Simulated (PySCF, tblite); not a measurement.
# C5H9Ge radical: geometry, infrared bands and EPR parameters

Wanted: the infrared bands and EPR parameters of C5H9Ge radical (`C=[CH][Ge@H]1[CH]C[CH2]1`), by calculation.

Programs: tblite 0.8.0 and PySCF 2.14.0, with density-fitted response routines of our own. Each step states its level of theory. These are calculated values for one molecule in the gas phase, unless marked as measured. Atoms are numbered from 0 throughout.

### Step 1. The molecule as given

15 atoms, charge 0, multiplicity 2; geometry from: force field or distance geometry start.

Bonds of the start (Å): C0–C1 1.34, C1–Ge2 1.89, Ge2–C3 1.92, C3–C4 1.52, C4–C5 1.52, C5–Ge2 1.93, C0–H6 1.07, C0–H7 1.07, C1–H8 1.10, Ge2–H9 1.54, C3–H10 1.12, C4–H11 1.10, C4–H12 1.12, C5–H13 1.11, C5–H14 1.11.

### Step 2. Optimising the geometry with GFN2-xTB

What the job is given:

```
{"job": {"kind": "relax", "xc": "GFN2-xTB", "basis": "xTB"}, "charge": 0, "multiplicity": 2}
C      2.844300    -0.294500    -0.373000
C      1.658300    -0.071000     0.207100
Ge     0.185000     0.439200    -0.861600
C     -1.197300    -0.853100    -1.156500
C     -1.955600    -0.404200     0.082000
C     -1.376600     0.996300     0.135800
H      3.730300    -0.583100     0.146900
H      2.892600    -0.156900    -1.437800
H      1.514100    -0.182800     1.287800
H      0.504300     1.289500    -2.106100
H     -0.924200    -1.932500    -1.089000
H     -1.709800    -1.021200     0.956000
H     -3.055700    -0.310500    -0.115000
H     -1.993900     1.776100    -0.367900
H     -1.120000     1.316800     1.163700
```

Run with:

```sh
OMP_NUM_THREADS=1 python probes_run.py task.json out
```

One launch serves the whole session: the jobs run in the order shown.

**Question.** This job is followed by: GFN2-xTB harmonic vibrations, gas phase; UKS B3LYP, def2-TZVP-core on Ge, pcH-1 on C H, non-relativistic, mean-field spin-orbit, GIAO. What will the session give for the following? strongest single infrared mode (GFN2-xTB); zero-point energy (GFN2-xTB); g(iso) (B3LYP); ⟨S²⟩; largest a(iso); potential on the surface of density 0.002 e/bohr³, 1st and 99th percentile.

The runs gave:

| quantity | value |
| --- | --- |
| strongest single infrared mode (GFN2-xTB) | 1792 cm⁻¹, 476 km/mol |
| zero-point energy (GFN2-xTB) | 71.6 kcal/mol |
| g(iso) (B3LYP) | 2.00161 |
| ⟨S²⟩ | 0.755 (exact 0.75) |
| largest a(iso) | 1H on H12, 130.9 MHz |
| potential on the surface of density 0.002 e/bohr³, 1st and 99th percentile | -0.56 V and 0.76 V |

The optimisation took 111 steps and gained 0.704 eV; among the close pairs (by a distance rule), C1–Ge2 changed most, from 1.890 to 1.969 Å. All 39 modes are real, so the xTB geometry is a minimum. The strongest single mode, at 1792 cm⁻¹, moves mainly H9. GFN2-xTB is a fitted tight-binding method: band positions and strengths are rough. Its intensities can rank the bands wrongly. C3 carries the largest spin population, 0.99 e. The isotropic g lies 0.7 ppt below the free-electron value. The hyperfine terms hold no scalar relativity, which the heavier nuclei need. These values are for one conformer; the search (at its own cheap level) found 1 more, at 0.48 kcal/mol, and measured spectra average over such forms.
